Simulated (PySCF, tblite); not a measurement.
# C6H6BF: geometry, infrared bands, NMR shifts, spin-spin couplings and electronic excitations

Wanted: the infrared bands, NMR shifts, spin-spin couplings and electronic excitations of C6H6BF (`Bc1ccc(F)cc1`), by calculation.

The runs use tblite 0.8.0 and PySCF 2.14.0, with density-fitted response routines of our own; the level of theory stands in each step. All values are computed, except where a source is named. Atoms count from 0, in the outputs and in this text.

## Step 1: The molecule as given

14 atoms, charge 0, multiplicity 1; geometry from: force field or distance geometry start.

Bonds of the start (Å): B0–C1 1.58, C1–C2 1.39, C2–C3 1.41, C3–C4 1.40, C4–F5 1.36, C4–C6 1.40, C6–C7 1.40, C7–C1 1.40, B0–H8 1.18, B0–H9 1.17, C2–H10 1.08, C3–H11 1.08, C6–H12 1.09, C7–H13 1.09.

## Step 2: Optimising the geometry with GFN2-xTB

The job: settings as JSON, then the geometry in Å.

```
{"job": {"kind": "relax", "xc": "GFN2-xTB", "basis": "xTB"}, "charge": 0, "multiplicity": 1}
B      2.434600    -0.283300    -0.179400
C      0.867400    -0.096500    -0.075100
C      0.330600     1.171800     0.130200
C     -1.065600     1.340800     0.219000
C     -1.907000     0.218200     0.144500
F     -3.254200     0.374400     0.232300
C     -1.360400    -1.050500    -0.058100
C      0.030800    -1.211200    -0.151300
H      3.148400     0.652400    -0.102000
H      2.889800    -1.354600    -0.336000
H      0.956400     2.046600     0.197300
H     -1.489800     2.316200     0.377400
H     -2.016800    -1.914400    -0.114400
H      0.435100    -2.210200    -0.306600
```

Launch:

```bash
OMP_NUM_THREADS=1 python probes_run.py task.json out
```

The driver reads the jobs from task.json and runs them one after another.

**Question.** This job is followed by: GFN2-xTB harmonic vibrations, gas phase; PBE0-D3(BJ)/def2-SVP geometry optimisation, gas phase; GIAO PBE0/pcSseg-1 NMR shielding, non-relativistic, gas phase; B3LYP/pcJ-1 indirect spin-spin coupling, non-relativistic, gas phase; TDDFT CAM-B3LYP/def2-SVPD, vertical, gas phase, core orbitals frozen in the response; GIAO B97-2/pcSseg-1 NMR shielding, non-relativistic, gas phase. What will the session give for the following? strongest single infrared mode (GFN2-xTB); zero-point energy (GFN2-xTB); point group; rotational constants (main isotopes); ¹³C shifts against TMS (PBE0/pcSseg-1, means over atoms taken as alike); ¹H shifts against TMS (PBE0/pcSseg-1, means over atoms taken as alike); ¹¹B shifts against BF3·OEt2 (PBE0/pcSseg-1); ¹⁹F shifts against CFCl3 (PBE0/pcSseg-1); surface potential, 1st and 99th percentile; largest coupling of the table (B3LYP/pcJ-1); lowest singlet (CAM-B3LYP/def2-SVPD); brightest single state of those computed; lowest triplet; vertical ionisation energy (ΔSCF); vertical electron affinity (ΔSCF); range of the shift of B0.

**Answer**, as computed:

```
                                                               quantity                           value
                              strongest single infrared mode (GFN2-xTB)           1253 cm⁻¹, 324 km/mol
                                           zero-point energy (GFN2-xTB)                   62.6 kcal/mol
                                                            point group                             C2v
                                   rotational constants (main isotopes)            5.53, 1.51, 1.18 GHz
¹³C shifts against TMS (PBE0/pcSseg-1, means over atoms taken as alike)  175.4, 153.5, 143.2, 120.1 ppm
 ¹H shifts against TMS (PBE0/pcSseg-1, means over atoms taken as alike)            8.21, 7.26, 7.15 ppm
                            ¹¹B shifts against BF3·OEt2 (PBE0/pcSseg-1)                        73.7 ppm
                               ¹⁹F shifts against CFCl3 (PBE0/pcSseg-1)                       -94.1 ppm
                                  surface potential, 1st and 99th percentile              -0.48 V and 1.12 V
                            largest coupling of the table (B3LYP/pcJ-1)        ¹J(C,F) C4–F5, -330.0 Hz
                                   lowest singlet (CAM-B3LYP/def2-SVPD)     4.96 eV (250 nm), f = 0.010
                               brightest single state of those computed     state 6, 6.74 eV, f = 0.437
                                                         lowest triplet                         3.58 eV
                                      vertical ionisation energy (ΔSCF)                         9.58 eV
                                      vertical electron affinity (ΔSCF)                         0.38 eV
                                               range of the shift of B0                69.6 to 73.7 ppm
```

Relaxing lowered the energy by 0.100 eV in 13 steps; the close pair that moved most is B0–C1, from 1.582 to 1.546 Å (GFN2-xTB). No mode is imaginary among the 36: a minimum at this level. The strongest single mode, at 1253 cm⁻¹, is spread over several atoms, C1, B0, C4 among them. Unscaled tight-binding wavenumbers are off by several per cent, some by more. Its intensities can rank the bands wrongly. Over 7 steps the energy fell by 0.249 eV; of the close pairs, B0–H9 changed most, 1.138 to 1.210 Å (PBE0/def2-SVP). No frequency check was run at this level, so the end point may be a saddle. NICS(1)zz of -26 ppm above the planar ring from C1 marks a diatropic (aromatic) ring current. By nearest atom (PBE0/pcSseg-1), the HOMO sits on C1 29 %; C4 22 % and the LUMO on B0 36 %; C4 13 %. In the run at B3LYP/pcJ-1, the largest coupling of the table is C4–F5, -330.0 Hz, of which the Fermi-contact term gives -310.3 Hz. The lowest singlet, at 4.96 eV, is HOMO−1→LUMO 0.75, HOMO→LUMO+1 0.23 and is weak; of the 10 states computed, the strongest absorption comes from state 6 at 6.74 eV. The lowest triplet lies 1.37 eV below the lowest singlet (triplets in Tamm-Dancoff, singlets in full TDDFT). ΔSCF puts the ionisation energy at 9.58 eV, 0.72 eV above −ε(HOMO). In ppm, B0 moves most: its shift spreads over 4.1 ppm, from 69.6 (B97-2/pcSseg-1) to 73.7 (PBE0/pcSseg-1).
